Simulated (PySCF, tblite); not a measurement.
# C₈H₁₅N: excited states

Aim: compute the excited states of C₈H₁₅N (`C=C(C)/C(C)=C/N(C)C`).

Computed with tblite 0.8.0 and PySCF 2.14.0 and routines of our own; the level stands in each step. Atoms count from 0.

### 1 The starting structure

24 atoms, charge 0, multiplicity 1; geometry from: force field or distance geometry start.

### 2 Geometry optimisation with GFN2-xTB

Job settings and geometry (Å):

```
{"job": {"kind": "relax", "xc": "GFN2-xTB", "basis": "xTB"}, "charge": 0, "multiplicity": 1}
C      2.971300    -0.811200    -0.385600
C      1.985300     0.117600    -0.469700
C      2.428500     1.476500    -0.818600
C      0.588600    -0.237700    -0.201400
C      0.320000    -1.662000     0.165600
C     -0.391200     0.648300    -0.264300
N     -1.750400     0.342600    -0.014000
C     -2.655700     0.348200    -1.157600
C     -2.299700     0.023500     1.266500
H      3.974200    -0.516600    -0.581300
H      2.754800    -1.840700    -0.129400
H      3.492200     1.551100    -0.512700
H      2.331700     1.679100    -1.904600
H      1.794400     2.183600    -0.230100
H     -0.673800    -1.847500     0.586500
H      0.596100    -2.358400    -0.652300
H      1.042700    -1.894600     0.978700
H     -0.168000     1.684000    -0.522700
H     -2.696800    -0.598600    -1.691700
H     -3.671200     0.518700    -0.720600
H     -2.408500     1.233000    -1.780200
H     -1.617200     0.246100     2.104900
H     -2.772200    -0.979900     1.347300
H     -3.186700     0.714800     1.428500
```

Command:

```
$ OMP_NUM_THREADS=1 python excited_run.py task.json out
```

The driver reads the jobs from task.json and runs them one after another.

Standard output:

```text
step      E/eV     max force
  0    -751.67930    2.194
  1    -751.86442    1.635
  2    -751.94166    0.614
  3    -752.00103    0.482
  4    -752.04653    0.368
  5    -752.06160    0.299
  6    -752.08020    0.256
  7    -752.09543    0.364
  8    -752.11104    0.355
  9    -752.12400    0.233
 10    -752.13768    0.268
 11    -752.15078    0.249
 12    -752.16193    0.202
 13    -752.17084    0.193
 14    -752.17998    0.181
 15    -752.19038    0.215
 16    -752.19975    0.229
 17    -752.20714    0.194
 18    -752.21415    0.184
 19    -752.22266    0.236
 20    -752.23322    0.276
 21    -752.24415    0.232
 22    -752.25324    0.208
 23    -752.26134    0.262
 24    -752.27132    0.257
 25    -752.28296    0.262
 26    -752.29328    0.223
 27    -752.30090    0.167
 28    -752.30736    0.215
 29    -752.31330    0.180
 30    -752.31835    0.147
 31    -752.32198    0.126
 32    -752.32471    0.109
 33    -752.32728    0.112
 34    -752.32994    0.121
 35    -752.33274    0.110
 36    -752.33568    0.121
 37    -752.33885    0.136
 38    -752.34246    0.140
 39    -752.34688    0.131
 40    -752.35093    0.131
 41    -752.35439    0.117
 42    -752.35729    0.100
 43    -752.35972    0.112
 44    -752.36183    0.120
 45    -752.36374    0.124
 46    -752.36550    0.114
 47    -752.36729    0.097
 48    -752.36923    0.116
 49    -752.37148    0.113
 50    -752.37385    0.117
 51    -752.37622    0.124
 52    -752.37857    0.104
 53    -752.38110    0.118
 54    -752.38333    0.103
 55    -752.38518    0.099
 56    -752.38634    0.062
 57    -752.38724    0.065
 58    -752.38808    0.052
 59    -752.38905    0.064
 60    -752.38997    0.072
 61    -752.39099    0.073
 62    -752.39204    0.072
 63    -752.39321    0.072
 64    -752.39467    0.088
 65    -752.39657    0.121
 66    -752.39874    0.116
 67    -752.40067    0.081
 68    -752.40209    0.074
 69    -752.40311    0.100
 70    -752.40234    0.185
 71    -752.40480    0.070
 72    -752.40544    0.042
 73    -752.40662    0.042
 74    -752.40696    0.050
 75    -752.40770    0.048
 76    -752.40814    0.041
 77    -752.40859    0.040
 78    -752.40903    0.045
 79    -752.40965    0.052
 80    -752.41024    0.058
 81    -752.41074    0.055
 82    -752.41124    0.060
 83    -752.41187    0.076
 84    -752.41248    0.075
 85    -752.41326    0.061
 86    -752.41408    0.059
 87    -752.41519    0.067
 88    -752.41635    0.073
 89    -752.41796    0.098
 90    -752.41933    0.105
 91    -752.42063    0.088
 92    -752.42166    0.085
 93    -752.42294    0.147
 94    -752.42519    0.087
 95    -752.42804    0.088
 96    -752.42915    0.074
 97    -752.43046    0.077
 98    -752.43178    0.073
 99    -752.43288    0.061
100    -752.43384    0.086
101    -752.43511    0.085
102    -752.43749    0.088
103    -752.43994    0.096
104    -752.44248    0.085
105    -752.44407    0.139
106    -752.44610    0.095
107    -752.44755    0.050
108    -752.44843    0.043
109    -752.44887    0.044
110    -752.44941    0.046
111    -752.45020    0.061
112    -752.45120    0.082
113    -752.45245    0.079
114    -752.45405    0.079
115    -752.45624    0.093
116    -752.45909    0.094
117    -752.46181    0.137
118    -752.46193    0.212
119    -752.46568    0.087
120    -752.46703    0.080
121    -752.46931    0.063
122    -752.47040    0.071
123    -752.47183    0.069
124    -752.47286    0.064
125    -752.47385    0.074
126    -752.47456    0.059
127    -752.47533    0.066
128    -752.47616    0.063
129    -752.47696    0.058
130    -752.47759    0.052
131    -752.47803    0.040
132    -752.47837    0.043
133    -752.47870    0.040
134    -752.47901    0.032
135    -752.47926    0.030
136    -752.47947    0.035
137    -752.47969    0.034
138    -752.47993    0.033
139    -752.48019    0.038
140    -752.48046    0.037
141    -752.48074    0.034
142    -752.48103    0.038
143    -752.48132    0.044
144    -752.48160    0.044
145    -752.48187    0.040
146    -752.48217    0.034
147    -752.48247    0.031
148    -752.48274    0.030
149    -752.48296    0.028
150    -752.48316    0.030
151    -752.48337    0.032
152    -752.48358    0.030
153    -752.48376    0.026
154    -752.48389    0.023
155    -752.48398    0.023
156    -752.48408    0.024
157    -752.48419    0.025
158    -752.48432    0.021
159    -752.48446    0.025
160    -752.48462    0.027
161    -752.48482    0.030
162    -752.48508    0.030
163    -752.48536    0.034
164    -752.48562    0.035
165    -752.48588    0.042
166    -752.48610    0.040
167    -752.48631    0.024
168    -752.48642    0.020
169    -752.48650    0.021
170    -752.48657    0.022
171    -752.48662    0.014
172    -752.48666    0.011
173    -752.48668    0.015
174    -752.48670    0.017
175    -752.48672    0.015
176    -752.48674    0.011
177    -752.48676    0.010
178    -752.48679    0.013
179    -752.48683    0.017
180    -752.48686    0.018
181    -752.48691    0.016
182    -752.48697    0.017
183    -752.48704    0.021
184    -752.48708    0.017
185    -752.48711    0.011
186    -752.48712    0.006
```

It took 1.6 s on 1 thread of Arm Neoverse V1, shared host; peak memory 0.18 GiB.

The steps of the relaxation: (not every step is listed)

| step | energy from step 0 (eV) | largest force (eV/Å) |
| --- | --- | --- |
| 0 | 0.0000 | 2.1939 |
| 1 | -0.1851 | 1.6353 |
| 2 | -0.2624 | 0.6141 |
| 3 | -0.3217 | 0.4824 |
| 4 | -0.3672 | 0.3681 |
| 5 | -0.3823 | 0.2989 |
| 6 | -0.4009 | 0.2558 |
| 7 | -0.4161 | 0.3639 |
| 8 | -0.4317 | 0.3550 |
| 25 | -0.6037 | 0.2622 |
| 42 | -0.6780 | 0.1001 |
| 59 | -0.7097 | 0.0638 |
| 76 | -0.7288 | 0.0412 |
| 93 | -0.7436 | 0.1475 |
| 110 | -0.7701 | 0.0462 |
| 127 | -0.7960 | 0.0660 |
| 144 | -0.8023 | 0.0440 |
| 161 | -0.8055 | 0.0304 |
| 178 | -0.8075 | 0.0134 |
| 181 | -0.8076 | 0.0164 |
| 182 | -0.8077 | 0.0170 |
| 183 | -0.8077 | 0.0206 |
| 184 | -0.8078 | 0.0171 |
| 185 | -0.8078 | 0.0110 |
| 186 | -0.8078 | 0.0064 |

Distances of close pairs at the start and the end, largest changes first:

| bond | before (Å) | after (Å) | change (Å) |
| --- | --- | --- | --- |
| C8–H23 | 1.136 | 1.100 | -0.036 |
| C1–C2 | 1.471 | 1.505 | +0.034 |
| C2–H13 | 1.117 | 1.089 | -0.028 |
| C0–C1 | 1.357 | 1.335 | -0.022 |
| C3–C5 | 1.322 | 1.345 | +0.022 |
| C2–H11 | 1.109 | 1.087 | -0.022 |
| C4–H16 | 1.112 | 1.091 | -0.022 |
| C7–H20 | 1.110 | 1.089 | -0.021 |

The next job starts from the end point, and lists it.

### 3 Vibrational analysis with GFN2-xTB

Job settings and geometry (Å):

```
{"job": {"kind": "ir", "xc": "GFN2-xTB", "basis": "xTB"}, "charge": 0, "multiplicity": 1}
C      3.061506    -0.566111     0.082819
C      1.995316     0.108219    -0.353107
C      2.192483     1.444828    -1.016026
C      0.632250    -0.398465    -0.196535
C      0.459046    -1.829115     0.235751
C     -0.435279     0.380071    -0.447401
N     -1.768055    -0.003286    -0.286544
C     -2.714316     0.821052    -1.002776
C     -2.223264    -0.308480     1.055257
H      4.056901    -0.173678    -0.041087
H      2.993936    -1.514156     0.584562
H      3.252739     1.641626    -1.153347
H      1.707490     1.467681    -1.990593
H      1.775877     2.244330    -0.404464
H     -0.549493    -2.163050     0.008109
H      1.159564    -2.462730    -0.304681
H      0.644015    -1.957859     1.302782
H     -0.298687     1.372953    -0.860493
H     -3.690427     0.336102    -0.981084
H     -2.817815     1.826542    -0.566596
H     -2.400229     0.919245    -2.040452
H     -1.431187    -0.783814     1.623976
H     -3.080169    -0.983133     1.002379
H     -2.533937     0.600994     1.590573
```

Standard output:

```text
mode    cm-1     km/mol
  1      41.4      0.32
  2      80.3      5.44
  3     125.9      2.03
  4     129.3      1.96
  5     177.1      0.15
  6     208.4      0.18
  7     223.8      0.68
  8     245.7      0.42
  9     294.1      2.17
 10     317.5     24.18
 11     338.2      0.56
 12     368.2      0.55
 13     418.2      7.21
 14     452.0     15.12
 15     471.2      0.29
 16     534.7      0.61
 17     560.8      4.31
 18     693.2      1.49
 19     810.2      1.02
 20     824.8     38.66
 21     866.2     26.82
 22     894.6      7.73
 23     957.4      1.24
 24     998.0      3.63
 25    1030.7      0.89
 26    1036.7      4.05
 27    1041.5      2.71
 28    1049.4      9.20
 29    1082.9     35.57
 30    1101.9     84.62
 31    1130.9     38.19
 32    1134.8     10.31
 33    1215.6      3.52
 34    1315.3     83.10
 35    1328.6     77.60
 36    1358.1      3.65
 37    1397.0      7.45
 38    1397.9      2.75
 39    1411.6      0.12
 40    1422.2      1.03
 41    1426.8      4.04
 42    1474.4      4.92
 43    1488.7      4.03
 44    1490.8     10.17
 45    1491.6      5.00
 46    1498.2      2.45
 47    1500.4      1.82
 48    1505.0      0.38
 49    1511.2      2.87
 50    1655.6    188.50
 51    1669.7     15.19
 52    2856.9     71.47
 53    2866.8    129.32
 54    2978.0     48.95
 55    2983.4     38.88
 56    3003.5     31.96
 57    3005.0     48.44
 58    3015.7     21.53
 59    3022.5     17.98
 60    3024.6     31.73
 61    3027.6     69.83
 62    3042.3     28.34
 63    3050.1     19.36
 64    3074.3     15.42
 65    3107.8     34.76
 66    3141.8     43.27
```

Run time: 1 s. Hardware: 1 thread of Arm Neoverse V1, shared host; peak memory 0.18 GiB.

The strongest bands and the atoms that carry them (share of the mass-weighted mode):

| cm⁻¹ | km/mol | atoms |
| --- | --- | --- |
| 1102 | 84.6 | H20 15 %, H22 14 %, C5 13 % |
| 1315 | 83.1 | C1 28 %, N6 16 %, C3 16 %, H17 13 % |
| 1329 | 77.6 | N6 36 %, C5 11 %, C3 10 % |
| 1656 | 188.5 | C3 35 %, C5 30 %, C1 18 %, C0 10 % |
| 2857 | 71.5 | H19 89 % |
| 2867 | 129.3 | H23 88 % |
| 2978 | 49.0 | H22 92 % |
| 3028 | 69.8 | H17 47 %, H20 43 % |

### 4 Excited states: TDA B3LYP/def2-SVP

The job, as its differences from that of step 3:

```diff
@@ -1,2 +1,2 @@
-{"job": {"kind": "ir", "xc": "GFN2-xTB", "basis": "xTB"}, "charge": 0, "multiplicity": 1}
+{"job": {"kind": "states", "xc": "B3LYP", "basis": "def2-SVP", "tda": true, "soc": true, "nstates": 6, "ntriplets": 4, "nquad": 4}, "charge": 0, "multiplicity": 1}
 C      3.061506    -0.566111     0.082819
```

Level: TDA B3LYP/def2-SVP excited states, vertical, gas phase, spin-orbit mean-field couplings.

Standard output:

```text
coarse grid: 19056 points
cycle   1  E = -368.1756229832  dE =  9.054e-01  |g| = 4.974e-01  |ddm| = 5.112e+00
cycle   2  E = -368.1526722453  dE =  2.295e-02  |g| = 5.802e-01  |ddm| = 1.459e+00
cycle   3  E = -368.2450711077  dE = -9.240e-02  |g| = 1.253e-01  |ddm| = 9.189e-01
cycle   4  E = -368.2488212274  dE = -3.750e-03  |g| = 5.013e-02  |ddm| = 2.013e-01
cycle   5  E = -368.2494611873  dE = -6.400e-04  |g| = 1.155e-02  |ddm| = 6.347e-02
cycle   6  E = -368.2494866684  dE = -2.548e-05  |g| = 4.062e-03  |ddm| = 1.467e-02
cycle   7  E = -368.2494901127  dE = -3.444e-06  |g| = 3.565e-04  |ddm| = 4.346e-03
final grid: 181240 points
cycle   8  E = -368.3210861369  dE = -7.213e-05  |g| = 7.227e-03  |ddm| = 6.269e-02
cycle   9  E = -368.3210823090  dE =  3.828e-06  |g| = 8.182e-03  |ddm| = 1.817e-02
cycle  10  E = -368.3211003139  dE = -1.800e-05  |g| = 1.004e-03  |ddm| = 1.041e-02
cycle  11  E = -368.3211005508  dE = -2.369e-07  |g| = 2.996e-04  |ddm| = 1.407e-03
cycle  12  E = -368.3211005713  dE = -2.046e-08  |g| = 1.266e-04  |ddm| = 4.499e-04
cycle  13  E = -368.3211005752  dE = -3.941e-09  |g| = 2.831e-05  |ddm| = 1.626e-04
cycle  14  E = -368.3211005754  dE = -1.743e-10  |g| = 1.126e-05  |ddm| = 3.892e-05
converged SCF energy = -368.3211005754

Singlet excitations
state   eV       nm        f     d(h-e)  d(exc)  Lambda  PR(NTO)  |dmu|/D   mu/D   main configurations
  1   4.8404   256.1   0.54962   1.935   3.635   0.770   1.060    4.298    5.777   H->L 0.84, H-1->L 0.11
  2   5.7772   214.6   0.01578   1.489   4.099   0.403   1.030    5.867    4.339   H->L+1 0.97
  3   6.3169   196.3   0.24526   1.245   3.656   0.679   1.591    2.585    1.398   H-1->L 0.49, H->L+3 0.17, H->L+2 0.14
  4   6.5090   190.5   0.00505   1.182   4.204   0.459   1.096    4.284    4.703   H->L+2 0.77, H->L+3 0.14
  5   6.6354   186.9   0.03175   0.971   3.938   0.552   1.070                     H->L+4 0.60, H->L+3 0.35
  6   6.7600   183.4   0.12367   1.615   3.152   0.679   1.929                     H-2->L 0.31, H-1->L 0.24, H->L+4 0.20

Triplet excitations (Tamm-Dancoff)
state   eV     d(h-e)  d(exc)  Lambda  PR(NTO)   main configurations
  1   2.9580   0.434   2.998   0.777   1.044   H->L 0.93
  2   4.5841   0.240   2.675   0.739   1.356   H-1->L 0.73
  3   5.5471   1.493   3.383   0.711   1.674   H-2->L 0.48, H-1->L 0.18, H->L+3 0.14
  4   5.6532   1.495   3.997   0.400   1.016   H->L+1 0.97
S1 - T1 = 1.8824 eV

Spin-orbit couplings |<S|Hso|T>| (cm-1)
             T1       T2       T3       T4
S0        0.613    1.456    2.724    1.158
S1        1.040    0.524    2.568    0.421
S2        0.834    0.309    0.460    0.130
S3        0.163    0.353    0.938    0.161
S4        1.169    0.332    0.310    0.403
S5        2.629    0.627    0.395    0.543
S6        2.595    1.723    1.115    0.480
T1 sublevels (cm-1): 0.000 0.000 0.000   radiative rates (1/s): 0.514 0.018 0.00284
```

Wall time 42 s (1 thread of Arm Neoverse V1, shared host); peak memory 0.88 GiB.

Key values:

| quantity | value |
| --- | --- |
| S1 less T1 | 1.88 eV |

### 5 Results

| quantity | value |
| --- | --- |
| strongest single infrared mode (GFN2-xTB) | 1656 cm⁻¹, 188 km/mol |
| zero-point energy (GFN2-xTB) | 132.1 kcal/mol |
| S1 less T1 (step 4, TDA B3LYP/def2-SVP) | 1.88 eV |

In words: All 66 modes are real, so the xTB geometry is a minimum. The strongest single mode, at 1656 cm⁻¹, is carried by C3, C5, C1, C0. Unscaled tight-binding wavenumbers are off by several per cent, some by more. Its intensities can rank the bands wrongly. In step 4, the number of triplets below S1 is 2, and the largest singlet-triplet spin-orbit coupling is S0–T3, 2.72 cm⁻¹.
